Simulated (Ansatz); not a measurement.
# LuIO: the cost of one run

Method: reference: DFT PBEsol, plane waves, PAW, scalar-relativistic, no spin polarisation, in Ansatz 0.2.0.

## 1. The structure to begin with

The structure is tetragonal, space group P4/nmm (No. 129). The conventional cell has a = 3.893 Å, b = 3.893 Å, c = 9.271 Å, α = 90.00°, β = 90.00°, γ = 90.00°. Lu (site symmetry 4mm) has 4 O at 2.22 Å as nearest neighbours. I (site symmetry 4mm) is surrounded by 4 Lu at 3.34 Å. Around O (site symmetry -4m2) lie 4 Lu at 2.22 Å.

As a file:

```cif
data_structure
_symmetry_space_group_name_H-M 'P 1'
_symmetry_Int_Tables_number 1
_cell_length_a 3.8931
_cell_length_b 3.8931
_cell_length_c 9.2714
_cell_angle_alpha 90.000
_cell_angle_beta 90.000
_cell_angle_gamma 90.000
_cell_volume 140.52
loop_
_atom_site_label
_atom_site_type_symbol
_atom_site_fract_x
_atom_site_fract_y
_atom_site_fract_z
_atom_site_occupancy
Lu1 Lu 0.75000 0.75000 0.38386 1
Lu2 Lu 0.25000 0.25000 0.61614 1
I1 I 0.25000 0.25000 0.17918 1
I2 I 0.75000 0.75000 0.82082 1
O1 O 0.75000 0.25000 0.50000 1
O2 O 0.25000 0.75000 0.50000 1
```

## 2. The reference run

input.yaml

```yaml
crystal:
  lattice:
    - [3.893103, 0.0, 0.0]
    - [0.0, 3.893103, 0.0]
    - [0.0, 0.0, 9.271406]
  atoms:
    - { symbol: Lu, position: [0.75, 0.75, 0.38386] }
    - { symbol: Lu, position: [0.25, 0.25, 0.61614] }
    - { symbol: I, position: [0.25, 0.25, 0.17918] }
    - { symbol: I, position: [0.75, 0.75, 0.82082] }
    - { symbol: O, position: [0.75, 0.25, 0.5] }
    - { symbol: O, position: [0.25, 0.75, 0.5] }
  symmetry: { tolerance: 0.0003 }
kpoints:
  mp_grid: { grid: [5, 5, 2], shift: [0, 0, 0] }
magnetization:
  spin_polarized: false
scf:
  occupations: { method: fermi_dirac }
hamiltonian:
  pseudopotentials: { kind: paw }
  xc: pbesol
basis:
  ecutwfc: 420
output:
  forces: true
  stress: true
  eigenvalues: true
  write_density: true
  write_potential: true
  elf: true
  volumetric_format: npy
```

Launch:

```
ansatz run input.yaml --threads 1 --pin off --max-ram 2560MiB --backend cpu --events-out ev --progress --plain --runs-dir out
```

**Question.** How long does this run take on 1 thread of Arm Neoverse V1, shared host, and how much memory does it need?

About 10 s, with a peak of 0.43 GiB.
